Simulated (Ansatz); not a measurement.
# CH4SiTe: one structure at several levels

One table from this session's results is given with a row withheld; the runs are named, their logs left out.

The runs use Ansatz 0.2.0, Gaussian basis; single points in def2-TZVPP.

Cores are frozen in the correlated methods. Filled d shells of the heavier atoms are correlated. Core potentials replace the inner electrons past krypton, and spin-orbit coupling is left out.

### The starting structure

SMILES `C1[SiH2][Te]1`, 7 atoms, charge 0, spin multiplicity 1.

Atoms are counted from 1 here; the program's logs count them from 0.

Bond lengths: C1–Si2 1.900 Å, C1–Te3 2.275 Å, C1–H4 0.951 Å, C1–H5 1.162 Å, Si2–Te3 2.501 Å, Si2–H6 1.439 Å, Si2–H7 1.170 Å. Angles: Si2–C1–Te3 73.0°, Si2–C1–H4 116.7°, Si2–C1–H5 111.9°, Te3–C1–H4 108.3°, Te3–C1–H5 99.8°, H4–C1–H5 128.9°, C1–Si2–Te3 60.4°, C1–Si2–H6 123.4°, C1–Si2–H7 103.3°, Te3–Si2–H6 117.9°, Te3–Si2–H7 113.2°, H6–Si2–H7 122.6°, C1–Te3–Si2 46.6°.

Coordinates:

```xyz
7

C    -0.65780   -0.36170   -0.66480
Si    0.57910    0.54400    0.45830
Te    0.09370   -1.87640    0.85700
H    -0.34340   -0.62030   -1.52480
H    -1.75240   -0.23570   -0.29470
H     0.18530    1.48520    1.47350
H     1.50000    0.72000   -0.24160
```

Set-up of the first run:

run/in.yaml

```yaml
crystal:
  periodic: [false, false, false]
  atoms:
    - {symbol: C, position_ang: [-0.657800, -0.361700, -0.664800]}
    - {symbol: Si, position_ang: [0.579100, 0.544000, 0.458300]}
    - {symbol: Te, position_ang: [0.093700, -1.876400, 0.857000]}
    - {symbol: H, position_ang: [-0.343400, -0.620300, -1.524800]}
    - {symbol: H, position_ang: [-1.752400, -0.235700, -0.294700]}
    - {symbol: H, position_ang: [0.185300, 1.485200, 1.473500]}
    - {symbol: H, position_ang: [1.500000, 0.720000, -0.241600]}
basis:
  gaussian: {orbitals: def2-TZVPP}
correlation: {method: ccsd_t}
output: {forces: true}
```

The command line of these runs was not kept.

Steps of the session up to this table: CCSD(T)/def2-TZVPP; PBE0-D4/def2-TZVPP; wB97M-V/def2-TZVPP; r2SCAN-D4/def2-TZVPP; PBE-D4/def2-TZVPP; revPBE-D4/def2-TZVPP; CAM-B3LYP-D4/def2-TZVPP.

One table of the session follows, with a row left open; its other results are not shown here.

| method | RMS force component (eV/Å) | angle to CCSD(T) forces (°) | dipole (D) |
| --- | --- | --- | --- |
| CCSD(T) | 4.461 | reference | 2.01 |
| PBE0-D4 | 4.493 | 1.1 | 2.00 |
| wB97M-V | 4.445 | 1.6 | 2.12 |
| r2SCAN-D4 | 4.456 | 0.6 | 2.01 |
| PBE-D4 | ? | ? | ? |
| revPBE-D4 | 4.451 | 1.8 | 1.80 |
| CAM-B3LYP-D4 | 4.439 | 1.5 | 2.10 |

Q: Estimate the row for PBE-D4 from the others.

The run gave: RMS force component (eV/Å): 4.450; angle to CCSD(T) forces (°): 1.4; dipole (D): 1.79. In the column «RMS force component (eV/Å)» it lies between wB97M-V (4.445) and revPBE-D4 (4.451).
